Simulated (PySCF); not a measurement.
# H8N2SSi2: the cost of one run

The runs use PySCF 2.14.0, with density-fitted response routines of our own; the level of theory stands in each step. All values are computed, except where a source is named. Atoms are numbered from 0 throughout.

### Step 1. The molecule as given

13 atoms, charge 0, multiplicity 1; geometry from: GFN2-xTB. The atoms were then displaced at random by about 0.01 Å, so the start is not that level's minimum.

Bonds of the start (Å): N0–Si1 1.70, Si1–N2 1.73, Si1–Si3 2.33, Si3–S4 2.14, N0–H5 1.03, N0–H6 1.02, Si1–H7 1.47, N2–H8 0.98, N2–H9 1.00, Si3–H10 1.45, Si3–H11 1.46, S4–H12 1.32.

### Step 2. Geometry optimisation at PBE0-D3(BJ)/def2-SVP

What the job is given:

```
{"job": {"xc": "PBE0", "basis": "def2-SVP", "d3": "d3bj", "grid": 1, "shake": 0.01, "kind": "geom"}, "charge": 0, "multiplicity": 1}
N     -1.420270     1.058000     0.865840
Si    -0.518640    -0.292930     0.355970
N     -1.321440    -1.187090    -0.890380
Si     1.437260     0.656890    -0.491820
S      3.065520    -0.727980    -0.440800
H     -2.410420     0.956760     1.115250
H     -1.017970     1.771070     1.467860
H     -0.325500    -1.297810     1.411520
H     -1.356550    -0.801920    -1.793890
H     -2.150360    -1.690220    -0.661230
H      1.412310     1.021450    -1.893430
H      1.887030     1.836180     0.251290
H      2.724860    -1.319270     0.693500
```

Command:

```sh
$ OMP_NUM_THREADS=1 python probes_run.py task.json out
```

One launch serves the whole session: the jobs run in the order shown.

**Question.** How long does this first job take on 1 thread of Arm Neoverse V2, shared host, and how much memory does it need?

About 1.7 min, with a peak of 0.51 GiB.
